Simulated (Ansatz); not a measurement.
# MoNH (quintet): from Hartree-Fock to the top rungs, def2-QZVPP

An exercise on one series of results from a longer session: the logs are not shown, and one member is left open.

Program: Ansatz 0.2.0, Gaussian basis. Level of theory: def2-QZVPP, core rule «outside noble gas», up to 5 orbitals frozen. These are calculated values, not measurements.

The runs, in order: UHF; ROHF; CCSD(T) on UHF.

**The system**

The geometry is a PBE0/def2-TZVP stationary point (not a proven minimum) of the parent state, kept for this charge and spin. No spin-orbit coupling is included. Elements past krypton take def2 core potentials.

3 atoms, charge 0, spin multiplicity 5.

Atoms are counted from 1 here; the program's logs count them from 0.

Bond lengths: Mo1–N2 2.057 Å, N2–H3 1.028 Å. Angles: Mo1–N2–H3 115.2°.

The first run:

The input, in.yaml:

```yaml
crystal:
  periodic: [false, false, false]
  atoms:
    - {symbol: Mo, position_ang: [0.000000, 0.010781, 0.282315]}
    - {symbol: N, position_ang: [0.000000, -0.129244, -1.770393]}
    - {symbol: H, position_ang: [0.000000, 0.769802, -2.269895]}
basis:
  gaussian: {orbitals: "def2-QZVPP.json"}
magnetization: {spin_polarized: true, initial_magnetization: 4}
hamiltonian: {xc: hf}
output: {orbitals: {seedname: orbitals}}
```

The run is started by

```console
ansatz run in.yaml --threads 1 --pin off --events-out ev --progress --plain --max-ram 4096MiB --backend cpu
```

Among the steps run: UHF; ROHF; CCSD(T) on UHF.

One of the session's tables, all rows but one given; the rest of the session is left out.

| method | from UCCSD(T) (meV) |
| --- | --- |
| ROHF | +11831.6 |
| UHF | +9316.3 |
| UMP2 | ? |
| UCCSD | +504.3 |
| UCCSD(T) | 0 |

Estimate the missing values for UMP2.

As computed: from UCCSD(T) (meV): +1245.8. In the column «from UCCSD(T) (meV)» it lies between UCCSD (+504.3) and UHF (+9316.3).

Caveats from the session: The determinant of HF (⟨S²⟩ 7.00) is far from a pure spin state, so its energy mixes those of several spin states; that is harmless only where they are near-degenerate. The determinant of CCSD(T) (⟨S²⟩ 7.00) is far from a pure spin state, so its energy mixes those of several spin states; high orders of coupled cluster remove much of that, low ones don't.
